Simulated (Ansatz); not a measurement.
# Zr6VTe2: the cost of one run

Method: DFT PBEsol, scalar-relativistic, plane waves, PAW, in Ansatz 0.2.0.

## (1) The system as given

Symmetry: P-62m, No. 189, hexagonal system. Conventional cell: a = 7.714 Å, b = 7.714 Å, c = 3.712 Å, α = 90.00°, β = 90.00°, γ = 120.00°. Zr (site symmetry m2m) is surrounded by 2 Ni at 2.61 Å and 2 Te at 3.01 Å. Around Zr (site symmetry m2m) lie 4 Te at 2.99 Å and 1 Ni at 3.14 Å and 6 Zr at 3.30 to 3.31 Å. Ni (site symmetry -62m) is surrounded by 6 Zr at 2.61 Å. Around Te (site symmetry -6) lie 9 Zr at 2.99 to 3.01 Å.

Structure file:

```cif
data_structure
_symmetry_space_group_name_H-M 'P 1'
_symmetry_Int_Tables_number 1
_cell_length_a 7.7144
_cell_length_b 7.7144
_cell_length_c 3.7125
_cell_angle_alpha 90.000
_cell_angle_beta 90.000
_cell_angle_gamma 120.000
_cell_volume 191.34
loop_
_atom_site_label
_atom_site_type_symbol
_atom_site_fract_x
_atom_site_fract_y
_atom_site_fract_z
_atom_site_occupancy
Zr1 Zr 0.23799 0.00000 0.00000 1
Zr2 Zr 0.00000 0.23799 0.00000 1
Zr3 Zr 0.76201 0.76201 0.00000 1
Zr4 Zr 0.59236 0.00000 0.50000 1
Zr5 Zr 0.00000 0.59236 0.50000 1
Zr6 Zr 0.40764 0.40764 0.50000 1
Ni1 Ni 0.00000 0.00000 0.50000 1
Te1 Te 0.33333 0.66667 0.00000 1
Te2 Te 0.66667 0.33333 0.00000 1
```

The structure comes from the Materials Project (structure only).

## (2) One element swapped, cell strained: Ni → V, probe on a coarse mesh

The change: V takes all sites of Ni, and lengths are scaled by 1.012 as a first guess of the size; strain xx, yy, zz, yz, xz, xy = -2.2, -2.2, -2.2, +0.0, +0.0, +0.0 %.

input.yaml

```yaml
crystal:
  lattice:
    - [7.6314763981, 0.0, 0.0]
    - [-3.815738199, 6.6090524292, 0.0]
    - [0.0, 0.0, 3.6725797736]
  atoms:
    - { symbol: Zr, position: [0.23798722, 0.0, 0.0] }
    - { symbol: Zr, position: [0.0, 0.23798722, 0.0] }
    - { symbol: Zr, position: [0.76201278, 0.76201278, 0.0] }
    - { symbol: Zr, position: [0.59235604, 0.0, 0.5] }
    - { symbol: Zr, position: [0.0, 0.59235604, 0.5] }
    - { symbol: Zr, position: [0.40764396, 0.40764396, 0.5] }
    - { symbol: V, position: [0.0, 0.0, 0.5], spin: 2.0 }
    - { symbol: Te, position: [0.3333333333, 0.6666666667, 0.0] }
    - { symbol: Te, position: [0.6666666667, 0.3333333333, 0.0] }
basis:
  ecutwfc: 420
kpoints:
  mp_grid: { grid: [3, 3, 6] }
hamiltonian:
  xc: pbesol
scf:
  occupations: { method: gaussian, width: 0.1 }
  lower_state_search: "off"
output:
  forces: true
  stress: true
  eigenvalues: true
  populations: true
magnetization:
  spin_polarized: true
```

Launch:

```bash
> ansatz run input.yaml --threads 2 --pin off --max-ram 3584MiB --backend cpu --events-out ev --progress --plain --runs-dir out
```

**Question.** How long does this run take on 2 threads of Intel Xeon 6975P-C (Granite Rapids), shared host, and how much memory does it need?

About 23 s, with a peak of 0.68 GiB.
